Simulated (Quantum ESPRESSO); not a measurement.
# NbTe under changes of volume

One of the cells (21.934 Å³/atom); the others are scaled copies at fixed shape and fractional positions:

```
Te Nb
1.0
     3.70297    0.00000    0.00000
    -1.85149    3.20687    0.00000
     0.00000    0.00000    3.69421
Te Nb
1 1
Direct
  0.66667 0.33333 0.00000
  0.00000 0.00000 0.50000
```

The cell comes from a database or a generator and needn't be the stable form of this composition.

```yaml
Program: Quantum ESPRESSO 7.5
Functional: PBE
Potentials_or_basis: SSSP 1.3 efficiency PBE
Cutoff: 748 eV
Density_cutoff: 5987 eV
k_mesh: 8 × 8 × 7
Occupations: fermi-dirac, width 0.05 eV
Spin: no spin polarisation
```

```tsv
volume (Å³/atom)	energy over the lowest point (meV/atom)	pressure (GPa)
20.618	34.83	8.8
21.057	?	?
21.496	3.71	2.6
21.934	0.00	0.0
22.373	3.06	-2.4
22.812	12.16	-4.4
23.250	26.66	-6.3
```

What does the run at 21.057 Å³/atom give?

Energy over the lowest point 15.01 meV/atom; pressure 5.5 GPa.

Worked out: A Birch-Murnaghan fit of order 3 (a polynomial in V^(-2/3)) to the other rows has its minimum at 21.95 Å³/atom with B0 = V·E''(V) = 123 GPa and B' = 4.6 at fixed shape and positions, which overstates the stiffness. It gives 15.02 meV/atom at 21.057 Å³/atom, against the run's 15.01, and -dE/dV = 5.6 GPa, against 5.5.

Energies are extrapolated to zero smearing.
